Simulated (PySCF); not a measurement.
# C4H4BrF: the cost of one run

Computed with PySCF 2.14.0 and routines of our own; the level stands in each step. Atoms count from 0.

## (1) The starting structure

10 atoms, charge 0, multiplicity 1; geometry from: GFN2-xTB.

## (2) Geometry optimisation at PBE0-D3(BJ)/def2-SVP

Job settings and geometry (Å):

```
{"job": {"xc": "PBE0", "basis": "def2-SVP", "d3": "d3bj", "grid": 1, "kind": "geom"}, "charge": 0, "multiplicity": 1}
C      1.498865    -0.288486    -0.134615
C      0.050265    -0.228762     0.056120
C     -1.153861    -0.728807     0.056285
F     -1.970227    -1.749980    -0.079794
C     -1.092373     0.710392     0.344631
Br    -1.641052     2.024513    -1.029926
H      1.782595     0.368237    -0.957423
H      1.813205    -1.304871    -0.359099
H      2.007339     0.061921     0.763217
H     -1.285873     1.140497     1.318075
```

The run is started by

```
> OMP_NUM_THREADS=1 python excited_run.py task.json out
```

The driver reads the jobs from task.json and runs them one after another.

**Question.** How long does this first job take on 1 thread of Intel Xeon Platinum 8488C, shared host, and how much memory does it need?

About 27 s, with a peak of 0.6 GiB.
